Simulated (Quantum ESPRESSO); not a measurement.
# Bi in Quantum ESPRESSO: the effect of functional

Sheet: Bi, a sheet with vacuum.

```
Bi
1.0
     3.12932    0.00000    0.00000
     0.00000    3.12932    0.00000
     0.00000    0.00000   23.80000
Bi
1
Direct
  0.50000 0.50000 0.29412
```

The cell was built by a generator and needn't be a form met in nature.

Alike in all runs:

| Quantity | Value |
| --- | --- |
| Program | Quantum ESPRESSO 7.5 |
| Task | work function |
| Potentials or basis | SG15 PBE 1.2 |
| Cutoff | 898 eV |
| Density cutoff | 3592 eV |
| k mesh | 9 × 9 × 1 |
| Occupations | fermi-dirac, width 0.05 eV |
| Spin | no spin polarisation |

```tsv
functional	work function (eV)
LDA	4.90
PBEsol	4.70
RPBE	4.48
revPBE	4.50
AM05	4.59
BLYP	?
PW91	4.66
```

Task: What does the run with functional BLYP give?

Result: Work function 4.34 eV.

Runs at the PBE level aren't shown here.
